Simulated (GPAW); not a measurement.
The system is GaF.

```
CELL_PARAMETERS angstrom
3.16592 0.00000 0.00000
0.00000 3.16592 0.00000
0.00000 0.00000 3.16592
ATOMIC_POSITIONS crystal
Ga 0.00000 0.00000 0.00000
F 0.50000 0.50000 0.50000
```

The cell was built by a generator and needn't be a form met in nature.

* Program: GPAW 26.7.0
* Task: relaxation of cell and atoms
* Functional: RPBE
* Dispersion: D3(BJ)+ATM
* Potentials or basis: the program's PAW data sets (release 1.2.1) made for this functional
* Cutoff: 800 eV
* Basis: pw
* k mesh: 8 × 8 × 8
* Occupations: fermi-dirac, width 0.05 eV
* Spin: no spin polarisation

At the start: pressure 28.1 GPa; volume 15.87 Å³/atom.

Problem. How do energy, volume and symmetry change on relaxing?

Solution. Over 5 steps the energy falls by 106.4 meV/atom and the volume is 16.69 Å³/atom (+5.2 %); space group Pm-3m (No. 221, to 0.05 Å).

Step by step:
```tsv
step	energy change (eV)	largest force (eV/Å)	pressure (GPa)	volume (Å³)
1	0.0000	0.0000	28.14	31.73
2	-0.2113	0.0000	-3.09	33.69
3	-0.2130	0.0000	-1.25	33.48
4	-0.2129	0.0000	0.64	33.34
5	-0.2128	0.0000	-0.07	33.38
```

Final structure:
```
Ga F
1.0
     3.21989    0.00000    0.00000
     0.00000    3.21989    0.00000
     0.00000    0.00000    3.21989
Ga F
1 1
Direct
  0.00000 0.00000 0.00000
  0.50000 0.50000 0.50000
```

Caveat: the data sets keep Ga 3d, Li 1s and Be 1s frozen, and some such compounds lay over 1.5 % in volume off other programs; later steps reuse the first step's grids.
